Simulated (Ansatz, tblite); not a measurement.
# [Cu(NH3)2]+ (CuN2H6+): charged states by level of theory, part 2 of 2

Aim: the energy of removing and adding an electron for [Cu(NH3)2]+ (CuN2H6+), by energy differences, and how well orbital energies stand in for it.

Ansatz 0.2.0, Gaussian basis; as each input shows.

## Step 8: Charge +2 doublet, PBE0-D4/def2-TZVP

in.yaml

```yaml
crystal:
  periodic: [false, false, false]
  atoms:
    - {symbol: Cu, position_ang: [-0.000001, -0.000002, 0.000001]}
    - {symbol: N, position_ang: [-0.003647, -0.014195, 1.921223]}
    - {symbol: H, position_ang: [-0.422206, 0.832515, 2.322256]}
    - {symbol: H, position_ang: [0.940323, -0.080119, 2.318100]}
    - {symbol: H, position_ang: [-0.531310, -0.803745, 2.309965]}
    - {symbol: N, position_ang: [0.003645, 0.014192, -1.921221]}
    - {symbol: H, position_ang: [-0.942423, 0.017943, -2.318561]}
    - {symbol: H, position_ang: [0.477098, -0.803248, -2.321934]}
    - {symbol: H, position_ang: [0.478509, 0.836647, -2.309820]}
basis:
  gaussian: {orbitals: def2-TZVP, initial_orbitals: start.molden}
total_charge: 2
magnetization: {spin_polarized: true, initial_magnetization: 1}
hamiltonian: {xc: pbe0, dispersion: d4}
scf: {omitted_lower_state_checks: [starts]}
output: {orbitals: {seedname: orbitals}}
```

Command:

```sh
$ ansatz run in.yaml --threads 2 --pin off --events-out ev --progress --plain --max-ram 4352MiB
```

Output:

```text
Functional definition: PBE0
  name "PBE0"
  cite "Adamo & Barone, J. Chem. Phys. 110, 6158 (1999) doi:10.1063/1.478522"
  cite "Perdew, Burke & Ernzerhof, Phys. Rev. Lett. 77, 3865 (1996) doi:10.1103/PhysRevLett.77.3865"
  parent pbe
  parameter a = 0.25
  parameter kappa = 0.804
  parameter beta = 0.06672455060314922
  exchange = (1 - a)*pbe_x(kappa = kappa, mu = beta*pi^2/3) + a*exact_x
  correlation = pbe_c(beta = beta)
these checks for a lower state are left out or cut short: starts
1116 factors; their error is unknown
mean field evaluation 1: about -47691.9196 eV, gradient 2.3e-1 eV
mean field evaluation 2: about -47691.9476 eV, gradient 4.0e-5 eV
mean field -47691.94763374 eV, -1752.6467487769 hartree, gradient 3.8e-5 eV, S^2 0.752136; 0 other end points of the search recorded, 0 dependent functions left out
reference -47691.94767134 eV, -1752.6467501584 hartree; 24, 23 occupied and 119, 120 virtual orbitals, 1116 factors
Total energy: -47692.01977054 eV, -1752.6493997551 hartree
Checks for a lower state left out: starts
```

Run time: 7 s. Hardware: 2 threads of Intel Xeon Platinum 8259CL at 2.50GHz, shared host.

Report: HOMO -21.94 eV, LUMO -17.02 eV (over both spins); ⟨S²⟩ 0.752 (pure: 0.75).

## Step 9: Charge +2 doublet, PBE-D4/def2-TZVP

in.yaml, as its differences from that of step 8:

```diff
@@ -16,3 +16,3 @@
 magnetization: {spin_polarized: true, initial_magnetization: 1}
-hamiltonian: {xc: pbe0, dispersion: d4}
+hamiltonian: {xc: pbe, dispersion: d4}
 scf: {omitted_lower_state_checks: [starts]}
```

Same command.

Output:

```text
Functional definition: PBE
  name "PBE"
  cite "Perdew, Burke & Ernzerhof, Phys. Rev. Lett. 77, 3865 (1996) doi:10.1103/PhysRevLett.77.3865"
  parent pbe
  parameter kappa = 0.804
  parameter beta = 0.06672455060314922
  exchange = pbe_x(kappa = kappa, mu = beta*pi^2/3)
  correlation = pbe_c(beta = beta)
these checks for a lower state are left out or cut short: starts
1027 factors; their error is unknown
mean field evaluation 1: about -47691.2610 eV, gradient 7.0e0 eV
mean field evaluation 2: about -47691.4892 eV, gradient 5.2e-1 eV
mean field evaluation 4: about -47691.4395 eV, gradient 2.6e-1 eV
mean field evaluation 8: about -47691.4397 eV, gradient 1.3e-5 eV
mean field -47691.43969799 eV, -1752.6280824823 hartree, gradient 1.0e-5 eV, S^2 0.750617; 0 other end points of the search recorded, 0 dependent functions left out
reference -47691.43975507 eV, -1752.6280845798 hartree; 24, 23 occupied and 119, 120 virtual orbitals, 1027 factors
Total energy: -47691.52587576 eV, -1752.6312494569 hartree
Checks for a lower state left out: starts
```

Wall time 4.6 s (2 threads of Intel Xeon Platinum 8259CL at 2.50GHz, shared host).

From the report: HOMO -20.19 eV, LUMO -18.94 eV (over both spins); ⟨S²⟩ 0.751 (pure: 0.75).

## Step 10: Adiabatic ionisation energy

Charged state less starting state, singlet to doublet; the starting state's energies are those of its earlier runs.

| level | adiabatic ionisation energy (eV) | time |
| --- | --- | --- |
| PBE-D4/def2-TZVP | +14.64 | 7.4 s |
| PBE0-D4/def2-TZVP | +14.31 | 11 s |

Times add the two runs; a level without a time comes out of a correlated run.

## Step 11: Charge 0 doublet at the fixed geometry, first pass, PBE0-D4/def2-SVP

in.yaml

```yaml
crystal:
  periodic: [false, false, false]
  atoms:
    - {symbol: Cu, position_ang: [0.000008, -0.000004, -0.000001]}
    - {symbol: N, position_ang: [-0.003651, -0.014214, 1.923649]}
    - {symbol: H, position_ang: [-0.420314, 0.827993, 2.313844]}
    - {symbol: H, position_ang: [0.935428, -0.079390, 2.309727]}
    - {symbol: H, position_ang: [-0.528264, -0.799764, 2.301622]}
    - {symbol: N, position_ang: [0.003651, 0.014211, -1.923646]}
    - {symbol: H, position_ang: [-0.937497, 0.018215, -2.310164]}
    - {symbol: H, position_ang: [0.474319, -0.799195, -2.313537]}
    - {symbol: H, position_ang: [0.476309, 0.832137, -2.301483]}
basis:
  gaussian: {orbitals: def2-SVP}
magnetization: {spin_polarized: true, initial_magnetization: 1}
hamiltonian: {xc: pbe0, dispersion: d4}
output: {orbitals: {seedname: orbitals}}
```

The command is unchanged.

Output:

```text
Functional definition: PBE0
  name "PBE0"
  cite "Adamo & Barone, J. Chem. Phys. 110, 6158 (1999) doi:10.1063/1.478522"
  cite "Perdew, Burke & Ernzerhof, Phys. Rev. Lett. 77, 3865 (1996) doi:10.1103/PhysRevLett.77.3865"
  parent pbe
  parameter a = 0.25
  parameter kappa = 0.804
  parameter beta = 0.06672455060314922
  exchange = (1 - a)*pbe_x(kappa = kappa, mu = beta*pi^2/3) + a*exact_x
  correlation = pbe_c(beta = beta)
950 factors; integrals over basis functions are off by at most 9.7e-4 eV
mean field evaluation 1: about -47687.8069 eV, gradient 5.4e1 eV
mean field evaluation 2: about -47440.2279 eV, gradient 2.7e2 eV
mean field evaluation 4: about -47698.7102 eV, gradient 1.3e1 eV
mean field evaluation 8: about -47699.4106 eV, gradient 8.7e-1 eV
mean field evaluation 16: about -47699.4148 eV, gradient 2.3e-4 eV
mean field -47699.41482927 eV, -1752.9211631511 hartree, gradient 8.6e-5 eV, S^2 0.752571; 0 other end points of the search recorded, 0 dependent functions left out
reference -47699.41487873 eV, -1752.9211649688 hartree; 25, 24 occupied and 64, 65 virtual orbitals, 950 factors
Total energy: -47699.50993147 eV, -1752.9246580925 hartree
```

Run time: 6 s. Hardware: 2 threads of Intel Xeon Platinum 8259CL at 2.50GHz, shared host.

Report: HOMO -1.84 eV, LUMO -0.30 eV (over both spins); ⟨S²⟩ 0.753 (pure: 0.75).

## Step 12: Charge 0 doublet at the fixed geometry, PBE0-D4/def2-TZVP

in.yaml, as its differences from that of step 11:

```diff
@@ -13,5 +13,6 @@
 basis:
-  gaussian: {orbitals: def2-SVP}
+  gaussian: {orbitals: def2-TZVP, initial_orbitals: start.molden}
 magnetization: {spin_polarized: true, initial_magnetization: 1}
 hamiltonian: {xc: pbe0, dispersion: d4}
+scf: {omitted_lower_state_checks: [starts]}
 output: {orbitals: {seedname: orbitals}}
```

Launched as before.

Output:

```text
Functional definition: PBE0
  name "PBE0"
  cite "Adamo & Barone, J. Chem. Phys. 110, 6158 (1999) doi:10.1063/1.478522"
  cite "Perdew, Burke & Ernzerhof, Phys. Rev. Lett. 77, 3865 (1996) doi:10.1103/PhysRevLett.77.3865"
  parent pbe
  parameter a = 0.25
  parameter kappa = 0.804
  parameter beta = 0.06672455060314922
  exchange = (1 - a)*pbe_x(kappa = kappa, mu = beta*pi^2/3) + a*exact_x
  correlation = pbe_c(beta = beta)
these checks for a lower state are left out or cut short: starts
1116 factors; their error is unknown
mean field evaluation 1: about -47707.1917 eV, gradient 8.6e1 eV
mean field evaluation 2: about -47709.4662 eV, gradient 3.6e0 eV
mean field evaluation 4: about -47709.6021 eV, gradient 2.4e-3 eV
mean field evaluation 8: about -47709.6321 eV, gradient 9.7e-6 eV
mean field -47709.63211751 eV, -1753.2966415683 hartree, gradient 9.7e-6 eV, S^2 0.752033; 0 other end points of the search recorded, 0 dependent functions left out
reference -47709.63216369 eV, -1753.2966432655 hartree; 25, 24 occupied and 118, 119 virtual orbitals, 1116 factors
Total energy: -47709.72721643 eV, -1753.3001363891 hartree
Checks for a lower state left out: starts
```

Wall time 7 s (2 threads of Intel Xeon Platinum 8259CL at 2.50GHz, shared host).

From the report: HOMO -1.97 eV, LUMO -0.45 eV (over both spins); ⟨S²⟩ 0.752 (pure: 0.75).

## Step 13: Charge 0 doublet at the fixed geometry, PBE-D4/def2-TZVP

in.yaml, as its differences from that of step 12:

```diff
@@ -15,3 +15,3 @@
 magnetization: {spin_polarized: true, initial_magnetization: 1}
-hamiltonian: {xc: pbe0, dispersion: d4}
+hamiltonian: {xc: pbe, dispersion: d4}
 scf: {omitted_lower_state_checks: [starts]}
```

Launched as before.

Output:

```text
Functional definition: PBE
  name "PBE"
  cite "Perdew, Burke & Ernzerhof, Phys. Rev. Lett. 77, 3865 (1996) doi:10.1103/PhysRevLett.77.3865"
  parent pbe
  parameter kappa = 0.804
  parameter beta = 0.06672455060314922
  exchange = pbe_x(kappa = kappa, mu = beta*pi^2/3)
  correlation = pbe_c(beta = beta)
these checks for a lower state are left out or cut short: starts
1027 factors; their error is unknown
mean field evaluation 1: about -47709.5679 eV, gradient 7.0e0 eV
mean field evaluation 2: about -47709.7140 eV, gradient 2.7e-1 eV
mean field evaluation 4: about -47709.6645 eV, gradient 2.6e-3 eV
mean field -47709.66445124 eV, -1753.2978298109 hartree, gradient 3.4e-5 eV, S^2 0.750314; 0 other end points of the search recorded, 0 dependent functions left out
reference -47709.66451170 eV, -1753.2978320329 hartree; 25, 24 occupied and 118, 119 virtual orbitals, 1027 factors
Total energy: -47709.77819830 eV, -1753.3020099382 hartree
Checks for a lower state left out: starts
```

Wall time 4.9 s (2 threads of Intel Xeon Platinum 8259CL at 2.50GHz, shared host).

HOMO -1.55 eV, LUMO -1.22 eV (over both spins); ⟨S²⟩ 0.750 (pure: 0.75).

## Step 14: Charge 0 doublet at the fixed geometry, r2SCAN-D4/def2-TZVP

in.yaml, as its differences from that of step 13:

```diff
@@ -15,3 +15,3 @@
 magnetization: {spin_polarized: true, initial_magnetization: 1}
-hamiltonian: {xc: pbe, dispersion: d4}
+hamiltonian: {xc: r2scan, dispersion: d4}
 scf: {omitted_lower_state_checks: [starts]}
```

Launched as before.

Output:

```text
Functional definition: r2SCAN
  name "r2SCAN"
  cite "Furness, Kaplan, Ning, Perdew & Sun, J. Phys. Chem. Lett. 11, 8208 (2020) doi:10.1021/acs.jpclett.0c02405"
  cite "Furness, Kaplan, Ning, Perdew & Sun, J. Phys. Chem. Lett. 11, 9248 (2020) doi:10.1021/acs.jpclett.0c03077"
  parent r2scan
  parameter k0 = 0.174
  parameter k1 = 0.065
  parameter a1 = 4.9479
  exchange = r2scan_x(k0 = k0, k1 = k1, a1 = a1)
  correlation = r2scan_c
these checks for a lower state are left out or cut short: starts
1027 factors; their error is unknown
mean field evaluation 1: about -47717.7929 eV, gradient 4.0e0 eV
mean field evaluation 2: about -47717.8451 eV, gradient 1.1e-1 eV
mean field evaluation 4: about -47717.7974 eV, gradient 3.9e-4 eV
mean field -47717.79735732 eV, -1753.5967085968 hartree, gradient 9.3e-6 eV, S^2 0.751862; 0 other end points of the search recorded, 0 dependent functions left out
reference -47717.79738586 eV, -1753.5967096456 hartree; 25, 24 occupied and 118, 119 virtual orbitals, 1027 factors
Total energy: -47717.82517760 eV, -1753.5977309733 hartree
Checks for a lower state left out: starts
```

Run time: 9 s. Hardware: 2 threads of Intel Xeon Platinum 8259CL at 2.50GHz, shared host.

Report: HOMO -1.61 eV, LUMO -0.79 eV (over both spins); ⟨S²⟩ 0.752 (pure: 0.75).

## Step 15: Vertical electron affinity

Starting state less charged state (positive: the electron is bound), singlet to doublet; the starting state's energies are those of its earlier runs.

| level | vertical electron affinity (eV) | time |
| --- | --- | --- |
| PBE-D4/def2-TZVP | +3.61 | 7.7 s |
| r2SCAN-D4/def2-TZVP | +3.43 | 13 s |
| PBE0-D4/def2-TZVP | +3.39 | 11 s |

Times add the two runs; a level without a time comes out of a correlated run.

Beside −ε(LUMO) of the starting state:

| level | −ε(LUMO) (eV) | by difference (eV) | mismatch (eV) |
| --- | --- | --- | --- |
| PBE-D4/def2-TZVP | 5.74 | 3.61 | +2.12 |
| r2SCAN-D4/def2-TZVP | 5.26 | 3.43 | +1.83 |
| PBE0-D4/def2-TZVP | 4.81 | 3.39 | +1.42 |

## Step 16: Outcome

The summary covers parts 1 to 2.

| quantity | value |
| --- | --- |
| vertical ionisation energy, functionals in def2-TZVP | 14.32 (PBE0-D4) to 14.66 eV (PBE-D4) |
| adiabatic ionisation energy, functionals in def2-TZVP | 14.31 (PBE0-D4) to 14.64 eV (PBE-D4) |
| vertical electron affinity, functionals in def2-TZVP | 3.39 (PBE0-D4) to 3.61 eV (PBE-D4) |
| relaxation of the cation side, PBE-D4/def2-TZVP | 0.03 eV |

What this shows: The vertical ionisation energy spans 14.32 to 14.66 eV over the functionals. −ε(HOMO) misses the level's own difference by -2.52 eV at best (PBE0-D4) and -4.31 eV at worst (PBE-D4). The adiabatic ionisation energy spans 14.31 to 14.64 eV over the functionals. The vertical electron affinity spans 3.39 to 3.61 eV over the functionals. −ε(LUMO) misses the level's own difference by +1.42 eV at best (PBE0-D4) and +2.12 eV at worst (PBE-D4). Relaxing the oxidised state gains 0.03 eV at PBE-D4/def2-TZVP. The charged states' spins were chosen beforehand and needn't be their lowest.
